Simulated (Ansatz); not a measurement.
# CH5InO2: small, medium and large basis sets

An exercise on one series of results from a longer session: the logs are not shown, and one member is left open.

Computed with Ansatz 0.2.0, Gaussian basis. Level: one geometry, several basis sets.

Levels to be run: PBE0-D4/def2-SVP; ωB97M-V/def2-SVP; PBE0-D4/def2-QZVPP; ωB97M-V/def2-QZVPP; the functionals' def2-TZVPP values are taken from earlier runs.

### Structure used throughout

An earlier PBE0-D4 in a triple-zeta def2 set relaxation fixed the geometry. In takes the def2 core potential; no spin-orbit term is included.

SMILES `O[CH2][InH][OH]`, 9 atoms, charge 0, spin multiplicity 1.

Atoms are counted from 1 here; the program's logs count them from 0.

Bond lengths: O1–C2 1.403 Å, O1–H5 0.969 Å, C2–In3 2.160 Å, C2–H6 1.093 Å, C2–H7 1.099 Å, In3–O4 2.019 Å, In3–H8 1.705 Å, O4–H9 0.957 Å. Angles: C2–O1–H5 109.0°, O1–C2–In3 108.1°, O1–C2–H6 109.4°, O1–C2–H7 112.1°, In3–C2–H6 111.5°, In3–C2–H7 108.4°, H6–C2–H7 107.4°, C2–In3–O4 91.8°, C2–In3–H8 152.3°, O4–In3–H8 115.9°, In3–O4–H9 120.2°.

The first run:

Contents of in.yaml:

```yaml
crystal:
  periodic: [false, false, false]
  atoms:
    - {symbol: O, position_ang: [0.932213, 1.390926, -0.422271]}
    - {symbol: C, position_ang: [0.052817, 1.139391, 0.641814]}
    - {symbol: In, position_ang: [-0.496954, -0.948973, 0.578436]}
    - {symbol: O, position_ang: [0.114427, -1.116949, -1.338526]}
    - {symbol: H, position_ang: [0.796306, 0.721106, -1.108901]}
    - {symbol: H, position_ang: [0.542105, 1.395570, 1.584556]}
    - {symbol: H, position_ang: [-0.863273, 1.742037, 0.572830]}
    - {symbol: H, position_ang: [-1.147453, -2.361577, 1.278095]}
    - {symbol: H, position_ang: [0.069811, -1.961530, -1.786033]}
basis:
  gaussian: {orbitals: def2-SVP}
hamiltonian: {xc: pbe0, dispersion: d4}
output: {orbitals: {seedname: orbitals}}
```

The run is started by

```sh
$ ansatz run in.yaml --threads 4 --pin off --events-out ev --progress --plain --max-ram 10444MiB
```

Steps of the session up to this table: PBE0-D4 in def2-SVP; ωB97M-V in def2-SVP; PBE0-D4 in def2-QZVPP; ωB97M-V in def2-QZVPP.

One of the session's tables, all rows but one given; the rest of the session is left out.

It belongs to the step «Functionals by basis». 

| functional | basis | HOMO (eV) | LUMO (eV) |
| --- | --- | --- | --- |
| PBE0-D4 | def2-SVP | -6.80 | -1.24 |
| PBE0-D4 | def2-TZVPP | ? | ? |
| PBE0-D4 | def2-QZVPP | -7.07 | -1.40 |
| ωB97M-V | def2-SVP | -9.01 | 0.33 |
| ωB97M-V | def2-TZVPP | -9.24 | 0.05 |
| ωB97M-V | def2-QZVPP | -9.29 | -0.04 |

Estimate the missing values for PBE0-D4, def2-TZVPP.

**Answer.** HOMO (eV): -7.02; LUMO (eV): -1.36. In the column «HOMO (eV)» it lies between PBE0-D4, def2-QZVPP (-7.07) and PBE0-D4, def2-SVP (-6.80).
